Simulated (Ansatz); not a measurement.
# AsP: the cost of one run

Program: Ansatz 0.2.0, Gaussian basis. Level of theory: def2-QZVPP, all electrons in the functionals, frozen cores in the correlation of double hybrids and RPA. These are calculated values, not measurements.

Plan: PBE, BLYP, r2SCAN, B97M-V, PBE0, B3LYP, wB97M-V, B2PLYP, at charge 0, singlet; charge 0, triplet; charge 1, doublet.

6 further runs of the same task are left out: 1 that didn't finish, 5 set aside as unsound or not needed.

### Step 1. The geometry

The geometry is a PBE0/def2-TZVP stationary point (not a proven minimum). No spin-orbit coupling is included. The filled d shell of As may be among the frozen orbitals whatever the setting's name suggests; the logs give the count.

2 atoms, charge 0, spin multiplicity 1.

Atoms are counted from 1 here; the program's logs count them from 0.

Bond lengths: P1–As2 1.988 Å.

As a file:

```xyz
2
charge 0, multiplicity 1
P     0.00000    0.00000    0.00000
As    0.00000    0.00000    1.98780
```

No dispersion term is added; B97M-V, wB97M-V hold VV10 nonlocal correlation. B3LYP takes the VWN-RPA correlation.

The geometry shown and the zero of energy belong to the point charge 0, singlet. The yardstick, RCCSD(T), and other wave-function levels (R restricted, U unrestricted, valence and pair active spaces) come from earlier runs.

### Step 2. PBE, charge 0, singlet

Contents of in.yaml:

```yaml
crystal:
  periodic: [false, false, false]
  atoms:
    - {symbol: P, position_ang: [0.000000, 0.000000, 0.000000]}
    - {symbol: As, position_ang: [0.000000, 0.000000, 1.987800]}
basis:
  gaussian: {orbitals: "def2-QZVPP.json"}
magnetization: {spin_polarized: true, initial_magnetization: 0}
hamiltonian: {xc: {name: PBE}}
output: {orbitals: {seedname: orbitals}}
```

On the command line:

```
$ ansatz run in.yaml --threads 1 --pin off --events-out ev --progress --plain --max-ram 2393MiB
```

**Question.** How long does this run take on 1 thread of INTEL XEON PLATINUM 8581C at 2.10GHz, shared host?

About 2.7 s.
